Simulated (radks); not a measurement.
**The first electron to leave Ca⁹⁺**

Ca⁹⁺ stands in [Ne] 3s1. From which sub-shell is an electron easiest to take? Each removal is a run of its own. The parent's configuration is the lowest that an earlier search found at this level.

Method: Dirac Kohn-Sham, PBE, spin-unpolarised, spherical densities, finite nucleus. Code: radks (a radial shooting solver on a logarithmic mesh, Libxc functionals) version 1.

2 further runs of the same task are left out: 2 set aside as unsound or not needed.

**1. Starting point**

```
element            : calcium (Z = 20)
charge             : +9
electrons          : 11
configuration      : [Ne] 3s1
nuclear rms radius : 3.4776 fm
```

A shell typed twice in an input gives the lower j, then the higher j.

**2. The parent, Ca⁹⁺**

From an earlier run at this level the parent has E = -651.197297 hartree and these outer levels (eV):

```
level  occupation  energy (eV)
1s1/2           2      -4155.2
2s1/2           2      -606.57
2p1/2           2      -531.18
2p3/2           4      -527.38
3s1/2           1      -200.46
```

**3. Remove 3s1/2: [Ne]**

Settings of this run:

```text
Z 20
configuration [Ne]
relativity Dirac
functional pbe,pbe
spin unpolarised
j_filling energy
nucleus finite rms 3.4776 fm
c 137.035999084
```

**4. Remove 2p3/2: [He] 2s2 2p(1/2: 2, 3/2: 3) 3s1**

Settings, as their differences from step 3:

```diff
@@ -1,3 +1,3 @@
 Z 20
-configuration [Ne]
+configuration [He] 2s2 2p2 2p3 3s1
 relativity Dirac
```

**5. Remove 2p1/2: [He] 2s2 2p(1/2: 1, 3/2: 4) 3s1**

Settings, as their differences from step 4:

```diff
@@ -1,3 +1,3 @@
 Z 20
-configuration [He] 2s2 2p2 2p3 3s1
+configuration [He] 2s2 2p1 2p4 3s1
 relativity Dirac
```

**6. Remove 2s1/2: [He] 2s1 2p6 3s1**

Settings, as their differences from step 5:

```diff
@@ -1,3 +1,3 @@
 Z 20
-configuration [He] 2s2 2p1 2p4 3s1
+configuration [He] 2s1 2p6 3s1
 relativity Dirac
```

**Question.** What will these runs give? Wanted: for each run, case; final configuration; Δ-SCF; −ε of the level emptied.

**Answer**, as computed:

```csv
case,final configuration,Δ-SCF (eV),−ε of the level emptied (eV)
remove 3s1/2,[Ne],211.50,200.46
remove 2p3/2,"[He] 2s2 2p(1/2: 2, 3/2: 3) 3s1",560.66,527.38
remove 2p1/2,"[He] 2s2 2p(1/2: 1, 3/2: 4) 3s1",564.68,531.18
remove 2s1/2,[He] 2s1 2p6 3s1,636.50,606.57
```

In words: Removal from 3s1/2 costs least (211.50 eV), ahead of 2p3/2 (560.66 eV). 3s1/2 is also the highest occupied level of the parent. NIST lists 211.28 eV (semi-empirical), between the same two configurations. Spin polarisation and multiplet splitting are left out, so open shells lie too high by an amount that depends on their filling.
